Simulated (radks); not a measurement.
**Kr⁺ in [Ar] 3d10 4s2 4p5: an all-electron calculation**

An exercise on one series of results from a longer session: the logs are not shown, and one member is left open.

Method: Dirac Kohn-Sham, PBE, spin-unpolarised, spherical densities, finite nucleus; open shells fill j = l - 1/2 first. Code: radks (a radial shooting solver on a logarithmic mesh, Libxc functionals) version 1.

### What is computed

| Quantity | Value |
| --- | --- |
| element | krypton (Z = 36) |
| charge | +1 |
| electrons | 35 |
| configuration | [Ar] 3d10 4s2 4p5 |
| nuclear rms radius | 4.1884 fm |

The first run:

The run's settings:

```text
Z 36
configuration [Ar] 3d10 4s2 4p5
relativity Dirac
functional pbe,pbe
spin unpolarised
j_filling energy
nucleus finite rms 4.1884 fm
c 137.035999084
```

The run is started by

```console
$ python run_ks.py task.json out
```

The same process makes all the runs of this session.

One table of the session follows, with a row left open; its other results are not shown here.

It belongs to the step «Orbitals and density». Sizes of the orbitals, from the radial functions (bohr):

```
level      <r>  outermost maximum (interpolated)  90 % within  nodes
1s1/2  0.04149                            0.0271       0.0742      0
2s1/2        ?                                 ?            ?      ?
2p1/2   0.1573                             0.121        0.257      0
2p3/2   0.1613                             0.124        0.263      0
3s1/2   0.5301                             0.467        0.788      2
3p1/2   0.5334                             0.457        0.813      1
3p3/2   0.5438                             0.466        0.829      1
3d3/2   0.5532                             0.410        0.906      0
3d5/2   0.5571                             0.412        0.912      0
4s1/2    1.538                              1.33         2.27      3
4p1/2    1.805                              1.50         2.73      2
4p3/2    1.842                              1.53         2.79      2
```

Estimate the missing values for 2s1/2.

**Answer.** <r>: 0.1832; outermost maximum (interpolated): 0.154; 90 % within: 0.284; nodes: 1. In the column «<r>» it lies between 2p3/2 (0.1613) and 3s1/2 (0.5301).

Limits of these values: Spin polarisation and multiplet splitting are left out.
